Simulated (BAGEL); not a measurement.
# CHBClFO (SMILES FC1OB1Cl) at B3LYP/cc-pVDZ (density fitting with qzvpp-jkfit)

Aim: the energy change on altering one bond length of CHBClFO at B3LYP/cc-pVDZ (density fitting with qzvpp-jkfit), from 2 runs. 

The calculation is run with BAGEL 1.2.2.

2 further runs of the same task are left out: 2 set aside as unsound or not needed.

**1. The system as given**

CHBClFO has 6 atoms, charge 0, and is taken as a singlet. As SMILES, `FC1OB1Cl`. The shape is that of a PBE0-D4/def2-TZVP optimisation.

Bond lengths: F1–C2 1.347 Å, C2–O3 1.470 Å, C2–B4 1.505 Å, O3–B4 1.335 Å, B4–Cl5 1.709 Å, C2–H6 1.086 Å. Angles: F1–C2–O3 112.6°, F1–C2–B4 121.0°, O3–C2–B4 53.3°, C2–O3–B4 64.7°, C2–B4–O3 62.0°, C2–B4–Cl5 159.7°, O3–B4–Cl5 138.2°, F1–C2–H6 110.4°, O3–C2–H6 112.8°, B4–C2–H6 128.2°.

**2. The energy at B3LYP/cc-pVDZ (density fitting with qzvpp-jkfit)**

calc.json reads:

```json
{ "bagel" : [

{
  "title" : "molecule",
  "basis" : "cc-pvdz.json",
  "df_basis" : "qzvpp-jkfit",
  "angstrom" : true,
  "geometry" : [
    { "atom" : "F", "xyz" : [      -0.276000,      -1.630800,       0.652800 ] },
    { "atom" : "C", "xyz" : [      -0.007100,      -0.311100,       0.617700 ] },
    { "atom" : "O", "xyz" : [       1.091300,       0.017600,      -0.302500 ] },
    { "atom" : "B", "xyz" : [      -0.111800,       0.466800,      -0.666600 ] },
    { "atom" : "Cl", "xyz" : [      -0.812000,       1.324200,      -1.969000 ] },
    { "atom" : "H", "xyz" : [       0.157700,       0.069100,       1.621300 ] }
  ]
},

{
  "title" : "ks",
  "xc_func" : "b3lyp"
},

{
  "title" : "print",
  "file" : "orbitals.molden",
  "orbitals" : true
}

]}
```

The basis set cc-pVDZ is read from a file made from the Basis Set Exchange's data (not shown).

Command:

```
BAGEL_NUM_THREADS=1 BAGEL calc.json > calc.out
```

Standard output:

```text
* using 1 threads per process

  ===============================================================
  ===============================================================

  *** Geometry ***

  { "atom" : "F", "xyz" : [     -0.521564,     -3.081765,      1.233613 ] },
  { "atom" : "C", "xyz" : [     -0.013417,     -0.587894,      1.167284 ] },
  { "atom" : "O", "xyz" : [      2.062258,      0.033259,     -0.571642 ] },
  { "atom" : "B", "xyz" : [     -0.211271,      0.882124,     -1.259691 ] },
  { "atom" : "Cl", "xyz" : [     -1.534458,      2.502375,     -3.720871 ] },
  { "atom" : "H", "xyz" : [      0.298010,      0.130580,      3.063813 ] },

  Number of auxiliary basis functions:      450

  Since a DF basis is specified, we compute 2- and 3-index integrals:
    o Being stored without compression. Storage requirement is 0.022 GB

  Number of basis functions:       79
  Number of electrons      :       46

    * METHOD: MOLECULE                             0.17

  *** Kohn-Sham DFT ***

    * Removing 11457 points whose weight is below 1.00e-10
    * Grid points: 77979

  === Nuclear Repulsion ===
   190.3894835312

       - DIIS with orbital gradients will be used.

  === KS iteration (b3lyp / cc-pvdz.json) ===
      0       -676.49816483          0.10404160           0.27
      1       -663.65553821          0.22135353           0.25
      2       -647.40187095          0.17889292           0.26
      3       -605.03112311          0.26463940           0.25
      4       -689.17305073          0.11443299           0.26
      5       -696.66067214          0.06368448           0.26
      6       -697.95728407          0.03871354           0.25
      7       -698.76587532          0.01422380           0.25
      8       -698.85219681          0.00694893           0.25
      9       -698.87445713          0.00256178           0.26
     10       -698.87991033          0.00057894           0.26
     11       -698.88006813          0.00015063           0.25
     12       -698.88008118          0.00006109           0.26
     13       -698.88008377          0.00000918           0.25
     14       -698.88008381          0.00000578           0.24
     15       -698.88008382          0.00000178           0.25
     16       -698.88008382          0.00000036           0.25
     17       -698.88008382          0.00000018           0.26
     18       -698.88008382          0.00000007           0.26
     19       -698.88008382          0.00000004           0.26
     20       -698.88008382          0.00000001           0.25
     21       -698.88008382          0.00000001           0.25
    * SCF iteration converged.

    * Permanent dipole moment:
           (    0.221252,    -0.431593,    -0.255194) a.u.

    * METHOD: KS                                   5.94

    * METHOD: PRINT                                0.01

  ===============================================================
```

Wall time 6.3 s (1 thread of Arm Neoverse V2, shared host); peak memory 0.32 GiB.

**3. The distorted shape at the same level**

calc.json reads:

```json
{ "bagel" : [

{
  "title" : "molecule",
  "basis" : "cc-pvdz.json",
  "df_basis" : "qzvpp-jkfit",
  "angstrom" : true,
  "geometry" : [
    { "atom" : "F", "xyz" : [   -0.358404,   -1.820909,    0.150976 ] },
    { "atom" : "C", "xyz" : [   -0.089504,   -0.501209,    0.115876 ] },
    { "atom" : "O", "xyz" : [    1.008896,   -0.172509,   -0.804324 ] },
    { "atom" : "B", "xyz" : [   -0.194204,    0.276691,   -1.168424 ] },
    { "atom" : "Cl", "xyz" : [   -0.894404,    1.134091,   -2.470824 ] },
    { "atom" : "H", "xyz" : [    0.157700,    0.069100,    1.621300 ] }
  ]
},
{
  "title" : "ks",
  "xc_func" : "b3lyp"
},
{
  "title" : "print",
  "file" : "orbitals.molden",
  "orbitals" : true
}

]}
```

The basis set cc-pVDZ is read from a file made from the Basis Set Exchange's data (not shown).

Command:

```
BAGEL_NUM_THREADS=1 BAGEL calc.json > calc.out
```

Standard output:

```text
* using 1 threads per process

  ===============================================================
  ===============================================================

  *** Geometry ***

  { "atom" : "F", "xyz" : [     -0.677285,     -3.441019,      0.285303 ] },
  { "atom" : "C", "xyz" : [     -0.169138,     -0.947148,      0.218974 ] },
  { "atom" : "O", "xyz" : [      1.906537,     -0.325995,     -1.519952 ] },
  { "atom" : "B", "xyz" : [     -0.366992,      0.522870,     -2.208001 ] },
  { "atom" : "Cl", "xyz" : [     -1.690179,      2.143121,     -4.669181 ] },
  { "atom" : "H", "xyz" : [      0.298010,      0.130580,      3.063813 ] },

  Number of auxiliary basis functions:      450

  Since a DF basis is specified, we compute 2- and 3-index integrals:
    o Being stored without compression. Storage requirement is 0.022 GB

  Number of basis functions:       79
  Number of electrons      :       46

    * METHOD: MOLECULE                             0.17

  *** Kohn-Sham DFT ***

    * Removing 10882 points whose weight is below 1.00e-10
    * Grid points: 78554

  === Nuclear Repulsion ===
   188.2220294470

       - DIIS with orbital gradients will be used.

  === KS iteration (b3lyp / cc-pvdz.json) ===
      0       -676.70371728          0.10286549           0.29
      1       -662.93270443          0.20826502           0.27
      2       -649.24645968          0.17834489           0.26
      3       -615.05190696          0.34788923           0.27
      4       -649.76648608          0.21991266           0.26
      5       -697.57519174          0.03920660           0.26
      6       -694.85430043          0.08634507           0.26
      7       -698.58140501          0.01634932           0.26
      8       -698.66071964          0.01402445           0.25
      9       -698.80304948          0.00297982           0.26
     10       -698.80725090          0.00130042           0.25
     11       -698.80819584          0.00029702           0.25
     12       -698.80824865          0.00004634           0.25
     13       -698.80825025          0.00002538           0.25
     14       -698.80825073          0.00000535           0.25
     15       -698.80825074          0.00000173           0.25
     16       -698.80825074          0.00000044           0.25
     17       -698.80825074          0.00000054           0.25
     18       -698.80825074          0.00000006           0.25
     19       -698.80825074          0.00000004           0.25
     20       -698.80825074          0.00000001           0.25
    * SCF iteration converged.

    * Permanent dipole moment:
           (    0.236621,    -0.379267,    -0.002060) a.u.

    * METHOD: KS                                   5.73

    * METHOD: PRINT                                0.01

  ===============================================================
```

It took 6.3 s on 1 thread of Arm Neoverse V2, shared host; peak memory 0.32 GiB.

**4. Results**

Level: B3LYP/cc-pVDZ (density fitting with qzvpp-jkfit).

```
                                                         quantity          value
                                        first shape: total energy  -698.88008 Eh
                                       first shape: dipole moment         1.39 D
                                         first shape: HOMO energy       -7.92 eV
                                         first shape: LUMO energy       -0.67 eV
                                       first shape: HOMO–LUMO gap        7.26 eV
                                    distorted shape: total energy  -698.80825 Eh
                                   distorted shape: dipole moment         1.14 D
                                     distorted shape: HOMO energy       -7.91 eV
                                     distorted shape: LUMO energy       -1.30 eV
                                   distorted shape: HOMO–LUMO gap        6.61 eV
energy change with the C2–H6 bond stretched from 1.086 to 1.629 Å       1.955 eV
```

In words: With the C2–H6 bond stretched from 1.086 to 1.629 Å the energy rises by 1.95 eV (189 kJ/mol). The first shape isn't relaxed at this level, so the change isn't measured from a minimum.
